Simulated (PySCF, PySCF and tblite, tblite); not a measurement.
# C₆H₁₅ClSi: conformers and averaged spectra, part 3 of 3

PySCF and tblite. Atoms count from 0. Earlier steps stand in the parts before.

### 9 Shieldings, conformer 5: PBE0/6-31G*

The job: settings as JSON, then the geometry in Å.

```
{"job": {"xc": "PBE0", "basis": "6-31G*", "kind": "nmr", "pop": false}, "charge": 0, "multiplicity": 1}
C     -2.218096     1.052393     0.341945
C     -0.931174     0.218487     0.335942
C     -0.243731     0.365388     1.693234
C     -1.287611    -1.248411     0.101278
C     -0.023112     0.741734    -0.789369
Si     1.520304    -0.239932    -1.318289
C      2.845504    -0.453486     0.053748
Cl     2.550027    -1.933098     1.012520
H     -1.992992     2.106465     0.491572
H     -2.749988     0.946555    -0.601482
H     -2.879441     0.729050     1.143095
H      0.061425     1.396505     1.862073
H     -0.924267     0.078513     2.492361
H      0.631482    -0.272917     1.754941
H     -2.022502    -1.580773     0.831545
H     -1.704923    -1.386641    -0.893896
H     -0.405718    -1.876565     0.198199
H      0.287231     1.758000    -0.531355
H     -0.631330     0.839890    -1.692378
H      1.209991    -1.571572    -1.840086
H      2.189475     0.557313    -2.359809
H      2.877182     0.372302     0.760355
H      3.837512    -0.572218    -0.375584
```

Output:

```text
coarse grid: 19064 points
cycle   1  E = -986.7681519728  dE =  4.910e-01  |g| = 4.959e-01  |ddm| = 3.990e+00
cycle   2  E = -986.7567682513  dE =  1.138e-02  |g| = 5.404e-01  |ddm| = 1.142e+00
cycle   3  E = -986.8365431662  dE = -7.977e-02  |g| = 5.453e-02  |ddm| = 6.333e-01
cycle   4  E = -986.8372111251  dE = -6.680e-04  |g| = 2.284e-02  |ddm| = 8.197e-02
cycle   5  E = -986.8373364390  dE = -1.253e-04  |g| = 4.126e-03  |ddm| = 2.281e-02
cycle   6  E = -986.8373407823  dE = -4.343e-06  |g| = 8.739e-04  |ddm| = 5.771e-03
final grid: 171504 points
cycle   7  E = -986.7589873315  dE = -4.895e-05  |g| = 1.049e-02  |ddm| = 3.642e-02
cycle   8  E = -986.7589756297  dE =  1.170e-05  |g| = 1.249e-02  |ddm| = 2.281e-02
cycle   9  E = -986.7590169782  dE = -4.135e-05  |g| = 9.469e-04  |ddm| = 1.298e-02
cycle  10  E = -986.7590171993  dE = -2.211e-07  |g| = 2.260e-04  |ddm| = 1.223e-03
cycle  11  E = -986.7590172117  dE = -1.242e-08  |g| = 4.575e-05  |ddm| = 2.302e-04
cycle  12  E = -986.7590172122  dE = -4.970e-10  |g| = 1.954e-05  |ddm| = 6.950e-05
converged SCF energy = -986.7590172122

GIAO shielding tensors (ppm)
atom      isotropic    diamagn.    paramagn.     s11        s22        s33       span
  0 C      160.813     248.816     -88.003    140.458    148.952    193.030     52.572
  1 C      166.965     233.082     -66.117    163.624    166.801    170.470      6.845
  2 C      166.295     249.981     -83.686    151.456    154.495    192.933     41.477
  3 C      165.822     249.936     -84.114    151.953    156.915    188.597     36.644
  4 C      166.640     247.166     -80.526    151.870    157.158    190.893     39.023
  5 Si     433.396     881.257    -447.861    390.899    448.401    460.889     69.990
  6 C      168.595     249.229     -80.634    150.331    157.686    197.768     47.437
  7 Cl     920.270    1145.734    -225.465    818.371    864.560   1077.878    259.507
  8 H       31.215      30.873       0.342     27.835     28.980     36.831      8.996
  9 H       31.333      30.922       0.411     27.840     28.993     37.167      9.327
 10 H       31.274      31.033       0.242     27.519     28.761     37.543     10.024
 11 H       31.518      32.133      -0.615     28.524     29.248     36.783      8.260
 12 H       31.318      31.914      -0.596     27.530     29.194     37.229      9.699
 13 H       30.581      31.797      -1.215     24.552     29.516     37.676     13.124
 14 H       31.226      31.705      -0.479     27.531     29.022     37.125      9.594
 15 H       31.344      31.771      -0.427     28.356     28.692     36.983      8.627
 16 H       30.747      31.369      -0.622     25.969     30.639     35.633      9.664
 17 H       31.378      31.719      -0.340     27.311     30.600     36.224      8.913
 18 H       31.465      31.511      -0.046     26.425     31.279     36.691     10.266
 19 H       27.749      30.006      -2.257     24.787     26.410     32.052      7.265
 20 H       27.914      29.784      -1.870     23.662     26.399     33.682     10.021
 21 H       29.686      30.135      -0.450     26.324     27.518     35.215      8.891
 22 H       29.529      28.461       1.068     22.884     28.495     37.209     14.325
```

Wall time 20 s (1 thread of Arm Neoverse V2, shared host); peak memory 0.79 GiB.

In short: HOMO -7.79 eV, LUMO 0.68 eV; dipole 1.91 D.

### 10 Averages: properties at PBE0/6-31G*

The job: settings as JSON, then the geometry in Å.

```
{"job": {"study": "conf", "smiles": "CC(C)(C)C[SiH2]CCl", "search": {"seed": 9955, "n_embed": 150, "ff_keep": 22, "window": 3.0, "nmax": 10, "temps": [200, 250, 298.15, 350, 400], "t_ref": 298.15, "order": 0.0005}, "level": {"nmr": {"xc": "PBE0", "basis": "6-31G*"}}, "kind": "conf"}, "charge": 0, "multiplicity": 1}
C     -1.626710    -1.181168     0.234670
C     -1.053849     0.235645     0.244565
C     -1.346039     0.912298    -1.093997
C     -1.728192     1.037057     1.364546
C      0.457161     0.202880     0.513072
Si     1.562173    -0.717968    -0.727550
C      3.351841    -0.589786    -0.058975
Cl     3.842664     1.124388    -0.004509
H     -1.384236    -1.699842     1.159347
H     -2.709698    -1.150525     0.134736
H     -1.222558    -1.752873    -0.596448
H     -0.947068     0.324456    -1.916506
H     -2.419321     1.018040    -1.238467
H     -0.897711     1.902367    -1.128782
H     -1.544536     0.574801     2.332256
H     -1.344476     2.054653     1.392591
H     -2.804088     1.083650     1.209342
H      0.616317    -0.234068     1.503515
H      0.813710     1.234459     0.579950
H      1.279966    -2.157694    -0.814187
H      1.567295    -0.123604    -2.066339
H      4.069487    -1.095352    -0.698951
H      3.463116    -0.974830     0.951502
```

Output:

```text
conformer  sym    E(xTB)   E(DFT)   G(298.15 K)  weight  dipole/D
    1     C1      0.000    0.305    0.000   0.4869    1.900
    2     Cs      0.046    1.057    1.077   0.0790    2.905
    3     C1      0.556    0.000    0.252   0.3184    1.887
    4     C1      0.704    0.864    1.053   0.0823    2.937
    5     C1      1.130    1.039    1.588   0.0334    1.912

mean shielding (ppm) by class
class atoms           200 K      250 K   298.15 K      350 K      400 K
  0 C  0,2,3        164.132     164.12    164.116    164.115    164.116
  1 C  1            167.446    167.458    167.463    167.466    167.467
  2 C  4            170.013    169.819    169.683    169.573    169.491
  3 Si 5            438.147    437.979    437.834    437.703    437.597
  4 C  6            168.517    168.596    168.649    168.689    168.718
  5 Cl 7            944.779    944.318    943.941    943.599    943.321
  6 H  8,9,10        31.269     31.269     31.269     31.269     31.269
  7 H  17,18         31.227     31.242     31.255     31.266     31.274
  8 H  19,20         27.894     27.894     27.893     27.893     27.893
  9 H  21,22         29.673     29.677      29.68     29.682     29.683
```

Wall time 1.9 min (1 thread of Arm Neoverse V2, shared host). This counts the runs that the step sums up.

The search (ETKDG and KDG, MMFF94s, GFN2-xTB) embedded 150 structures, kept 5 distinct ones after the force field and 5 after xTB; 5 were carried on (window 3.0 kcal/mol at the search's own energies). Energies: PBE0/6-31G* with D3(BJ).

The conformers at 298 K:

| no. | group | mirror pair | ΔE xTB | ΔE DFT | ΔG | weight (%) | μ (D) | C0–C1–C4–Si5 (°) | C1–C4–Si5–C6 (°) | C4–Si5–C6–Cl7 (°) | A, B, C (GHz) |
| --- | --- | --- | --- | --- | --- | --- | --- | --- | --- | --- | --- |
| 1 | C1 | yes | 0.00 | 0.30 | 0.00 | 48.7 | 1.90 | 61 | -179 | -62 | 2.51, 0.62, 0.58 |
| 2 | Cs | no | 0.05 | 1.06 | 1.08 | 7.9 | 2.90 | 180 | -180 | 180 | 3.67, 0.49, 0.48 |
| 3 | C1 | yes | 0.56 | 0.00 | 0.25 | 31.8 | 1.89 | 172 | -89 | -56 | 2.27, 0.71, 0.64 |
| 4 | C1 | yes | 0.70 | 0.86 | 1.05 | 8.2 | 2.94 | 68 | 91 | 176 | 3.17, 0.55, 0.53 |
| 5 | C1 | yes | 1.13 | 1.04 | 1.59 | 3.3 | 1.91 | -169 | -62 | 90 | 2.03, 0.83, 0.71 |

Energies in kcal/mol. ΔG holds xTB vibrations and rotation, symmetry numbers and mirror pairs.

Weights (%) by temperature:

| no. | 200 K | 250 K | 298 K | 350 K | 400 K |
| --- | --- | --- | --- | --- | --- |
| 1 | 50.1 | 49.6 | 48.7 | 47.6 | 46.6 |
| 3 | 38.6 | 34.5 | 31.8 | 29.8 | 28.4 |
| 4 | 5.2 | 6.9 | 8.2 | 9.3 | 10.2 |
| 2 | 4.6 | 6.5 | 7.9 | 9.1 | 10.0 |
| 5 | 1.6 | 2.5 | 3.3 | 4.2 | 4.9 |

How the weights hang on the way they are made:

| scheme | 1 | 3 | 4 | 2 | 5 | mean μ (D) |
| --- | --- | --- | --- | --- | --- | --- |
| DFT free energy | 49 | 32 | 8 | 8 | 3 | 2.06 |
| DFT energy, symmetry counted | 29 | 48 | 11 | 4 | 8 | 2.05 |
| DFT energy alone | 28 | 46 | 11 | 8 | 8 | 2.08 |
| xTB energy, symmetry counted | 43 | 17 | 13 | 20 | 6 | 2.24 |
| xTB free energy | 54 | 8 | 7 | 29 | 2 | 2.26 |
| lowest conformer only | 100 | 0 | 0 | 0 | 0 | 1.90 |
| equal weights | 20 | 20 | 20 | 20 | 20 | 2.31 |
| conformers found from three starts alone | 86 | 0 | 14 | 0 | 0 | 2.05 |

Shifts against references run at the same level (13C TMS 196.4, 29Si TMS 415.5, 1H TMS 32.41 ppm of shielding), by class of atoms, at 298 K:

| atoms | environment | no. 1 | no. 3 | no. 4 | average |
| --- | --- | --- | --- | --- | --- |
| C0, C2, C3 | methyl carbon | 32.7 | 31.7 | 31.7 | 32.3 |
| C1 | quaternary sp3 carbon | 28.7 | 29.2 | 28.7 | 28.9 |
| C6 | sp3 CH2 bonded to Cl and Si | 27.3 | 28.9 | 27.7 | 27.7 |
| C4 | sp3 CH2 bonded to Si | 27.6 | 24.2 | 28.0 | 26.7 |
| H19, H20 | hydrogen on a silicon bonded to 2 C | 4.54 | 4.49 | 4.46 | 4.52 |
| H21, H22 | hydrogen on an sp3 CH2 bonded to Cl and Si | 2.69 | 2.81 | 2.74 | 2.73 |
| H17, H18 | hydrogen on an sp3 CH2 bonded to Si | 1.23 | 1.22 | 0.85 | 1.16 |
| H8, H9, H10 and 6 more | hydrogen on a methyl carbon | 1.16 | 1.13 | 1.07 | 1.14 |
| Si5 | silicon bonded to 2 C, 2 H | -23.9 | -22.2 | -18.0 | -22.3 |
| Cl7 | chlorine bonded to C | 945 (σ) | 947 (σ) | 937 (σ) | 944 (σ) |

Effective distances for nuclear Overhauser effects, ⟨r⁻⁶⟩^(−1/6) over all pairs of two classes (Å): H8···H17 2.99; H19···H21 3.13; H17···H19 3.22; H8···H19 3.50; H17···H21 3.54; H8···H21 4.19.

### 11 Summary of results

What follows sums up all 3 parts.

| quantity | value |
| --- | --- |
| conformers | 5; the first in weight is no. 1 (C1), 49 % at 298 K |
| root-mean-square dipole | 2.10 D |
| averaged 13C shifts (PBE0/6-31G*) | 32.3, 28.9, 27.7, 26.7 ppm |
| averaged 1H shifts (PBE0/6-31G*) | 4.52, 2.73, 1.16, 1.14 ppm |
| averaged 29Si shifts (PBE0/6-31G*) | -22.3 ppm |

What this shows: At 298 K conformer 1 holds 49 % of the ensemble (50 % at 200 K, 47 % at 400 K). It is not the lowest in DFT energy (no. 3 is): thermal terms favour it. xTB puts no. 1 lowest, DFT no. 3. Among conformers over 5 %, C4 differs by 4.9 ppm, while the average moves by 0.5 ppm from 200 to 400 K.
